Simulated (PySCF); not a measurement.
# C2H7ClSi2: the cost of one run

Programs: PySCF 2.14.0, with density-fitted response routines of our own. Each step states its level of theory. These are calculated values for one molecule in the gas phase, unless marked as measured. Atoms count from 0, in the outputs and in this text.

### Step 1. The starting structure

12 atoms, charge 0, multiplicity 1; geometry from: GFN2-xTB. The atoms were then displaced at random by about 0.01 Å, so the start is not that level's minimum.

Bonds of the start (Å): Cl0–C1 1.81, C1–Si2 1.92, Si2–C3 1.89, C3–Si4 1.95, Si4–C1 1.93, C1–H5 1.09, Si2–H6 1.48, Si2–H7 1.49, C3–H8 1.07, C3–H9 1.10, Si4–H10 1.45, Si4–H11 1.46.

### Step 2. Relaxing the molecule at PBE0-D3(BJ)/def2-SVP

What the job is given:

```
{"job": {"xc": "PBE0", "basis": "def2-SVP", "d3": "d3bj", "grid": 1, "shake": 0.01, "kind": "geom"}, "charge": 0, "multiplicity": 1}
Cl    -0.200910    -2.759560     0.362550
C     -0.011190    -1.179140    -0.501940
Si     1.366080    -0.035240     0.197070
C      0.066460     1.322880     0.351830
Si    -1.387820     0.133630    -0.185510
H      0.118210    -1.444260    -1.548370
H      1.930190    -0.509010     1.477630
H      2.472560     0.251130    -0.756880
H      0.176830     2.167170    -0.298110
H     -0.079240     1.741440     1.360120
H     -2.123840     0.527190    -1.373160
H     -2.287630    -0.244500     0.905740
```

The run is started by

```bash
$ OMP_NUM_THREADS=1 python probes_run.py task.json out
```

The driver reads the jobs from task.json and runs them one after another.

**Question.** How long does this first job take on 1 thread of Arm Neoverse N1, shared host, and how much memory does it need?

About 2.6 min, with a peak of 0.49 GiB.
